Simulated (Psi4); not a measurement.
**HF/3-21G run of CH3Cl3Si (methyltrichlorosilane)**

What is the vertical ionisation energy of CH3Cl3Si (methyltrichlorosilane) at HF/3-21G? Input form: a Python script.

The results are computed with Psi4 1.11.

2 further runs of the same task are left out: 2 that didn't finish.

## Step 1: The structure to begin with

The species is CH3Cl3Si (8 atoms), meant as a singlet with charge 0. As SMILES, `C[Si](Cl)(Cl)Cl`. The coordinates come from a PBE0-D4/def2-TZVP relaxation.

Bond lengths: C1–Si2 1.841 Å, Si2–Cl3 2.039 Å, Si2–Cl4 2.039 Å, Si2–Cl5 2.039 Å, C1–H6 1.092 Å, C1–H7 1.092 Å, C1–H8 1.092 Å. Some angles: C1–Si2–Cl3 110.7°, C1–Si2–Cl4 110.7°, C1–Si2–Cl5 110.6°, Cl3–Si2–Cl4 108.3°, Cl3–Si2–Cl5 108.3°, Cl4–Si2–Cl5 108.3°, Si2–C1–H6 110.0°, Si2–C1–H7 110.0°, Si2–C1–H8 110.0°, H6–C1–H7 109.0°.

## Step 2: Energy and gradient at HF/3-21G

ch3cl3si.xyz

```xyz
8
CH3Cl3Si
C     -0.728900    -0.279600     0.686100
Si     0.568900     0.197900    -0.528700
Cl     2.360400    -0.640000    -0.033600
Cl     0.065900    -0.429500    -2.402200
Cl     0.801200     2.223000    -0.573800
H     -0.844500    -1.365200     0.700800
H     -0.448300     0.061100     1.684800
H     -1.682600     0.175200     0.410800
```

ch3cl3si.py

```python
import psi4

psi4.set_memory('1600 MB')
psi4.set_num_threads(1)
psi4.core.set_output_file('run.log', False)

with open('ch3cl3si.xyz') as f:
    atoms = ''.join(f.readlines()[2:])
molecule = psi4.geometry('0 1\n' + atoms + 'symmetry c1\nno_reorient\nno_com')

psi4.set_options({
    'reference': 'rhf',
    'puream': True,
    'e_convergence': 1e-09,
    'd_convergence': 1e-08,
    'scf_type': 'pk',
})

E, wfn = psi4.gradient("scf/3-21G", return_wfn=True)
psi4.oeprop(wfn, "MAYER_INDICES", "LOWDIN_CHARGES", "QUADRUPOLE", title="SCF")
print('gradient / Eh bohr^-1')
print(E.np.round(6))
print(f'energy = {wfn.energy():.10f} Eh')
```

The run is started by

```bash
$ python ch3cl3si.py
```

run.log:

```text
[...]
  Running in c1 symmetry.
[...]
  Nuclear repulsion =  440.297333645516005
[...]
  Multiplicity = 1
[...]
  Nalpha       = 37
  Nbeta        = 37
[...]
    Number of basis functions: 67
[...]
   @RHF iter   1: -1698.74841738676923   -5.32857e-03   4.94253e-03 ADIIS/DIIS
[...]
   @RHF iter  10: -1698.82558659189999   -1.13687e-12   2.30206e-09 DIIS
[...]
    Orbital Energies [Eh]
    ---------------------
    Doubly Occupied:
       1A   -104.132737     2A   -104.132528     3A   -104.132518
       4A    -68.460545     5A    -11.210458     6A    -10.529395
       7A    -10.528654     8A    -10.528642     9A     -7.992021
      10A     -7.992010    11A     -7.991823    12A     -7.987766
      13A     -7.987747    14A     -7.987744    15A     -7.987715
      16A     -7.987490    17A     -7.987488    18A     -6.268424
      19A     -4.364340    20A     -4.364339    21A     -4.361773
      22A     -1.188567    23A     -1.131302    24A     -1.131284
      25A     -1.009816    26A     -0.723923    27A     -0.629564
      28A     -0.629559    29A     -0.586906    30A     -0.568686
      31A     -0.568684    32A     -0.509723    33A     -0.509720
      34A     -0.486877    35A     -0.486870    36A     -0.478129
[...]
  @RHF Final Energy: -1698.82558659189999
   => Energetics <=
    Nuclear Repulsion Energy =            440.2973336455160052
    One-Electron Energy =               -3226.1820967806029330
    Two-Electron Energy =                1087.0591765431868225
    Total Energy =                      -1698.8255865918999916
[...]
  -Total Gradient:
     Atom            X                  Y                   Z
    ------   -----------------  -----------------  -----------------
       1        0.010874288652     0.003979042016    -0.010176022184
       2        0.020155772952     0.007380098455    -0.018882736606
       3       -0.038728680887     0.018896587176    -0.011837077864
       4        0.012075505630     0.014237451202     0.040605682603
       5       -0.004204571965    -0.044452669713     0.000121181425
       6        0.000717382433    -0.005217950820    -0.001171274691
       7        0.002810953265     0.002289621637     0.004040562951
       8       -0.003700650096     0.002887820025    -0.002700315630
[...]
 Multipole Moments:
 ------------------------------------------------------------------------------------
     Multipole            Electronic (a.u.)      Nuclear  (a.u.)        Total (a.u.)
 ------------------------------------------------------------------------------------
 L = 1.  Multiply by 2.5417464519 to convert [e a0] to [Debye]
 Dipole X            :       -105.7772908          104.8482415           -0.9290492
 Dipole Y            :        -37.3308492           36.9887433           -0.3421059
 Dipole Z            :         98.4776575          -97.6081338            0.8695237
 Magnitude           :                                                    1.3176647
 L = 2.  Multiply by 1.3450342976 to convert [e a0^2] to [Debye ang]
 Quadrupole XX       :       -466.5731306          418.4070928          -48.1660379
 Quadrupole XY       :        -27.4607322           27.6598758            0.1991436
[...]
```

The script printed:

```text
gradient / Eh bohr^-1
[[ 0.010874  0.003979 -0.010176]
 [ 0.020156  0.00738  -0.018883]
 [-0.038729  0.018897 -0.011837]
 [ 0.012076  0.014237  0.040606]
 [-0.004205 -0.044453  0.000121]
 [ 0.000717 -0.005218 -0.001171]
 [ 0.002811  0.00229   0.004041]
 [-0.003701  0.002888 -0.0027  ]]
energy = -1698.8255865919 Eh
```

Run time: 2.5 s. Hardware: 1 thread of Intel Xeon Platinum 8488C (Sapphire Rapids), shared host; peak memory 0.21 GiB.

## Step 3: The doublet cation at the same level

ch3cl3si.xyz is that of step 2.

job.py

```python
import psi4

psi4.set_memory('1600 MB')
psi4.set_num_threads(1)
psi4.set_output_file('run.log', False)

with open('ch3cl3si.xyz') as f:
    atoms = ''.join(f.readlines()[2:])
geom = psi4.geometry('1 2\n' + atoms + 'symmetry c1\nno_reorient\nno_com')

options = {'basis': '3-21G', 'reference': 'uhf', 'puream': True, 'e_convergence': 1e-09, 'd_convergence': 1e-08, 'scf_type': 'pk', 'maxiter': 200}
psi4.set_options(options)

E = psi4.gradient("hf", molecule=geom)
print('gradient / Eh bohr^-1')
print(E.np.round(6))
```

The run is started by

```bash
$ python job.py
```

run.log (excerpt; [...] marks lines left out):

```text
[...]
  Running in c1 symmetry.
[...]
  Nuclear repulsion =  440.297333645516005
[...]
  Multiplicity = 2
[...]
  Nalpha       = 37
  Nbeta        = 36
[...]
    Number of basis functions: 67
[...]
   @UHF iter   1: -1698.28069458361301    4.62394e-01   4.83304e-03 ADIIS/DIIS
[...]
   @UHF iter  20: -1698.37815680506969   -2.72848e-11   4.80900e-09 DIIS
[...]
   @S^2 Observed:                7.765875066E-01
[...]
  @UHF Final Energy: -1698.37815680506969
   => Energetics <=
    Nuclear Repulsion Energy =            440.2973336455160052
    One-Electron Energy =               -3209.9952765161615389
    Two-Electron Energy =                1071.3197860655757268
    Total Energy =                      -1698.3781568050696933
  UHF NO Occupations:
  HONO-2 :   35  A 1.9975644
  HONO-1 :   36  A 1.9923223
[...]
 Multipole Moments:
 ------------------------------------------------------------------------------------
     Multipole            Electronic (a.u.)      Nuclear  (a.u.)        Total (a.u.)
 ------------------------------------------------------------------------------------
 L = 1.  Multiply by 2.5417464519 to convert [e a0] to [Debye]
 Dipole X            :       -105.1099949          104.8482415           -0.2617534
 Dipole Y            :        -37.1062084           36.9887433           -0.1174651
 Dipole Z            :         97.8611660          -97.6081338            0.2530322
 Magnitude           :                                                    0.3825417
[...]
  -Total Gradient:
     Atom            X                  Y                   Z
    ------   -----------------  -----------------  -----------------
       1        0.079946907762     0.029370250988    -0.074863202978
       2       -0.051400225504    -0.018919312228     0.048146257956
       3       -0.023211942330     0.018554200864    -0.017585358109
       4        0.018309210007     0.014739762656     0.025280735404
       5        0.005011516938    -0.033232183521    -0.007812720295
       6       -0.009934108498    -0.001003781244     0.009523407998
       7       -0.010905396186    -0.004604870594     0.007061778348
       8       -0.007815962204    -0.004904066941     0.010249101681
[...]
```

Standard output:

```text
gradient / Eh bohr^-1
[[ 0.079947  0.02937  -0.074863]
 [-0.0514   -0.018919  0.048146]
 [-0.023212  0.018554 -0.017585]
 [ 0.018309  0.01474   0.025281]
 [ 0.005012 -0.033232 -0.007813]
 [-0.009934 -0.001004  0.009523]
 [-0.010905 -0.004605  0.007062]
 [-0.007816 -0.004904  0.010249]]
```

It took 2.6 s on 1 thread of Intel Xeon Platinum 8488C (Sapphire Rapids), shared host; peak memory 0.22 GiB.

## Step 4: Results

Level: HF/3-21G.

```
                                          quantity           value
                    singlet CH3Cl3Si: total energy  -1698.82559 Eh
                   singlet CH3Cl3Si: dipole moment          3.35 D
                     singlet CH3Cl3Si: HOMO energy       -12.96 eV
                     singlet CH3Cl3Si: LUMO energy         3.39 eV
                   singlet CH3Cl3Si: HOMO–LUMO gap        16.35 eV
        singlet CH3Cl3Si: largest force on an atom      2.298 eV/Å
                      doublet cation: total energy  -1698.37816 Eh
doublet cation: HOMO energy (highest over α and β)       -17.92 eV
 doublet cation: LUMO energy (lowest over α and β)       -11.29 eV
                              doublet cation: ⟨S²⟩           0.777
          doublet cation: largest force on an atom      5.831 eV/Å
vertical ionisation energy (to the doublet cation)       12.175 eV
```

What this shows: Removing an electron at fixed nuclei costs 12.18 eV (281 kcal/mol). The largest force (singlet CH3Cl3Si) is 2.30 eV/Å: the shape isn't a stationary point for this species at this level. −ε(HOMO) before ionisation, 12.96 eV, is 0.78 eV above this ionisation energy.
